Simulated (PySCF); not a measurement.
# Rh²⁺: excitation energy in x2c-QZVPPall

Wanted: the excitation energy of rhodium, up a ladder of methods.

The numbers are computed with PySCF 2.14.0 (unrestricted determinants in a Gaussian basis, no spin-orbit coupling in the energies), except any that are marked as measured or tabulated.

### 1 What is computed

| Item | Value |
| --- | --- |
| Element | rhodium (Z = 45) |
| Basis | x2c-QZVPPall (13s8p7d4f2g, 118 functions) |
| Hamiltonian | the spin-free X2C one-electron Hamiltonian (Gaussian nucleus) |
| State 1 | Rh²⁺: [Kr] 4d6 5p1, one real determinant (an excited configuration) |
| Needed too, but not shown | Rh²⁺ [Kr] 4d7 (4F) |
| Methods | UHF, LDA, PBE, PBE0, r2SCAN, BHandHLYP, r2SCANh, wB97M-V, MP2 |
| Core shells frozen in the correlated runs | valence: [Kr]; valence and next inner shell: [Ar] 3d10 (for Rh²⁺) |

Outer shells as boxes (Hund's rule):

Rh2+ [Kr] 4d6 5p1
```
[Kr] core
4d [↑↓][↑ ][↑ ][↑ ][↑ ]
5p [↑ ][  ][  ]
```

The runs were made by one driver on top of PySCF. The scripts below sum up each run's settings (the driver also hands on starting orbitals that pick excited configurations, and frozen orbitals as a list rather than a count), and the logs come from the driver's own runs. The driver starts from symmetry-adapted Hartree-Fock orbitals, holds the occupation by maximum overlap and uses a logarithmic radial grid for functionals, so a plain start would take other cycles.

The integrals over 118 functions and the set-up took 3.3 s of CPU time.

### 2 Rh²⁺ [Kr] 4d6 5p1, method by method

Level: UHF.

Contents of input.py:

```python
from pyscf import gto, scf, dft, mp, cc
import basis_set_exchange as bse
mol = gto.M(atom="Rh 0 0 0", charge=2, spin=5, symmetry="D2h",
            basis=gto.basis.parse(bse.get_basis("x2c-QZVPPall", elements=["Rh"], fmt="nwchem")),
            nucmod="G")
mf = scf.UHF(mol).sfx2c1e()
mf.irrep_nelec = {'Ag': (8, 6), 'B1g': (2, 2), 'B2g': (2, 1), 'B3g': (2, 1), 'B1u': (4, 3), 'B2u': (3, 3), 'B3u': (3, 3)}
mf.kernel()
```

Level: LDA.

input.py, as changed from the run before:

```diff
@@ -5,3 +5,3 @@
             nucmod="G")
-mf = scf.UHF(mol).sfx2c1e()
+mf = dft.UKS(mol, xc="LDA,VWN").sfx2c1e()
 mf.irrep_nelec = {'Ag': (8, 6), 'B1g': (2, 2), 'B2g': (2, 1), 'B3g': (2, 1), 'B1u': (4, 3), 'B2u': (3, 3), 'B3u': (3, 3)}
```

Level: PBE.

input.py, as changed from the run before:

```diff
@@ -5,3 +5,3 @@
             nucmod="G")
-mf = dft.UKS(mol, xc="LDA,VWN").sfx2c1e()
+mf = dft.UKS(mol, xc="PBE").sfx2c1e()
 mf.irrep_nelec = {'Ag': (8, 6), 'B1g': (2, 2), 'B2g': (2, 1), 'B3g': (2, 1), 'B1u': (4, 3), 'B2u': (3, 3), 'B3u': (3, 3)}
```

Level: PBE0.

input.py, as changed from the run before:

```diff
@@ -5,3 +5,3 @@
             nucmod="G")
-mf = dft.UKS(mol, xc="PBE").sfx2c1e()
+mf = dft.UKS(mol, xc="PBE0").sfx2c1e()
 mf.irrep_nelec = {'Ag': (8, 6), 'B1g': (2, 2), 'B2g': (2, 1), 'B3g': (2, 1), 'B1u': (4, 3), 'B2u': (3, 3), 'B3u': (3, 3)}
```

Level: r2SCAN.

input.py, as changed from the run before:

```diff
@@ -5,3 +5,3 @@
             nucmod="G")
-mf = dft.UKS(mol, xc="PBE0").sfx2c1e()
+mf = dft.UKS(mol, xc="R2SCAN").sfx2c1e()
 mf.irrep_nelec = {'Ag': (8, 6), 'B1g': (2, 2), 'B2g': (2, 1), 'B3g': (2, 1), 'B1u': (4, 3), 'B2u': (3, 3), 'B3u': (3, 3)}
```

Level: BHandHLYP.

input.py, as changed from the run before:

```diff
@@ -5,3 +5,3 @@
             nucmod="G")
-mf = dft.UKS(mol, xc="R2SCAN").sfx2c1e()
+mf = dft.UKS(mol, xc="BHANDHLYP").sfx2c1e()
 mf.irrep_nelec = {'Ag': (8, 6), 'B1g': (2, 2), 'B2g': (2, 1), 'B3g': (2, 1), 'B1u': (4, 3), 'B2u': (3, 3), 'B3u': (3, 3)}
```

Level: r2SCANh.

input.py, as changed from the run before:

```diff
@@ -5,3 +5,3 @@
             nucmod="G")
-mf = dft.UKS(mol, xc="BHANDHLYP").sfx2c1e()
+mf = dft.UKS(mol, xc="HYB_MGGA_XC_R2SCANH").sfx2c1e()
 mf.irrep_nelec = {'Ag': (8, 6), 'B1g': (2, 2), 'B2g': (2, 1), 'B3g': (2, 1), 'B1u': (4, 3), 'B2u': (3, 3), 'B3u': (3, 3)}
```

Level: wB97M-V.

input.py, as changed from the run before:

```diff
@@ -5,3 +5,3 @@
             nucmod="G")
-mf = dft.UKS(mol, xc="HYB_MGGA_XC_R2SCANH").sfx2c1e()
+mf = dft.UKS(mol, xc="WB97M_V").sfx2c1e()
 mf.irrep_nelec = {'Ag': (8, 6), 'B1g': (2, 2), 'B2g': (2, 1), 'B3g': (2, 1), 'B1u': (4, 3), 'B2u': (3, 3), 'B3u': (3, 3)}
```

Level: MP2 (valence).

input.py, as changed from the run before:

```diff
@@ -5,4 +5,5 @@
             nucmod="G")
-mf = dft.UKS(mol, xc="WB97M_V").sfx2c1e()
+mf = scf.UHF(mol).sfx2c1e()
 mf.irrep_nelec = {'Ag': (8, 6), 'B1g': (2, 2), 'B2g': (2, 1), 'B3g': (2, 1), 'B1u': (4, 3), 'B2u': (3, 3), 'B3u': (3, 3)}
 mf.kernel()
+mp.UMP2(mf, frozen=18).kernel()
```

### 3 Rh²⁺ [Kr] 4d6 5p1, continued

Level: MP2 (valence and next inner shell).

Edit input.py of step 2 so:

```diff
@@ -8,2 +8,2 @@
 mf.kernel()
-mp.UMP2(mf, frozen=18).kernel()
+mp.UMP2(mf, frozen=14).kernel()
```

What does the calculation give?

As calculated:

```
                              quantity                                                     value
excitation energy, Rh²⁺ → [Kr] 4d6 5p1  UHF 10.721, MP2 (valence and next inner shell) 11.326 eV
```

In words: The methods span 1.291 eV, from UHF (10.721) to SCS-MP2 (valence) (12.011). No reference value is at hand in this session. All values hold for this basis alone; no basis-set limit was taken.
